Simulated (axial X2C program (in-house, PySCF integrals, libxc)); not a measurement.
**SnB: properties at the nuclei**

Aim: properties at the nuclei of SnB, with spin–orbit coupling in the Hamiltonian from the start.

Method: two-component X2C with atomic mean-field terms, Sn dyall-cv3z, B dyall-v3z; program: an in-house X2C program for linear molecules on PySCF integrals.

All values are calculated.

### Step 1. The job

File task.json:

```json
{"zs": [50, 5], "q": 0, "bas": ["dyall-cv3z", "dyall-v3z"], "r0": 2.25, "levels": ["PBE0", "HF", "LDA", "B3LYP", "BP86"], "nst": 3}
```

Keys: zs atomic numbers; q charge; bas basis sets; r0 starting distance in Å; levels methods (HF also brings MP2); nst determinants followed.

Command:

```
> python soeom.py task.json out
```

After this run come: Expectation values, lowest determinant; Expectation values, a higher determinant; Expectation values, a higher determinant.

Q: Predict the outcome of this session. Wanted: lowest determinant; Eeff magnitude; Ws magnitude Sn; A∥/gI Sn; qzz Sn; higher determinant (for each run or level that gives them).

As calculated:

| quantity | value |
| --- | --- |
| lowest determinant | Ω = 3/2 (excess of +ω over −ω: ω = 3/2) |
| Eeff magnitude (GV/cm), PBE0 | 0.122 |
| Ws magnitude Sn (kHz), PBE0 | 0.224 |
| A∥/gI Sn (MHz), PBE0 | -340 |
| qzz Sn (a.u.), PBE0 | -4.22 |
| higher determinant | Ω = 1/2 (excess of +ω over −ω: 2 × ω = -1/2, ω = 3/2) |
| Eeff magnitude (GV/cm), PBE0, higher determinant | 1.15 |
| Ws magnitude Sn (kHz), PBE0, higher determinant | 1.07 |
| A∥/gI Sn (MHz), PBE0, higher determinant | -1010 |
| qzz Sn (a.u.), PBE0, higher determinant | -3.59 |
| higher determinant | Ω = 1/2 (excess of +ω over −ω: ω = 1/2) |
| Eeff magnitude (GV/cm), PBE0, higher determinant | 0.669 |
| Ws magnitude Sn (kHz), PBE0, higher determinant | 0.928 |
| A∥/gI Sn (MHz), PBE0, higher determinant | 67.3 |
| qzz Sn (a.u.), PBE0, higher determinant | -3.35 |

**Reading.** In the first state, the effective field runs from 0.122 to 1.88 GV/cm over the mean-field levels, so the levels don't agree on it. The expectation values come from single determinants, which for open shells can mix terms of unlike spin or miss the lowest Ω, so a determinant need not be a state. Eeff is the effective electric field on the electron dipole moment in this Ω state and Ws the scalar–pseudoscalar constant (defined with the proton number Z and per Ω); A∥ is the parallel hyperfine constant, which follows by multiplying with the nuclear g factor gI = μI/(I μN); qzz is the electric field gradient, eQq0 = 234.96 MHz × Q/barn × qzz; μ is positive if B is the positive end. The operators were transformed with the bare-nucleus X2C matrices.
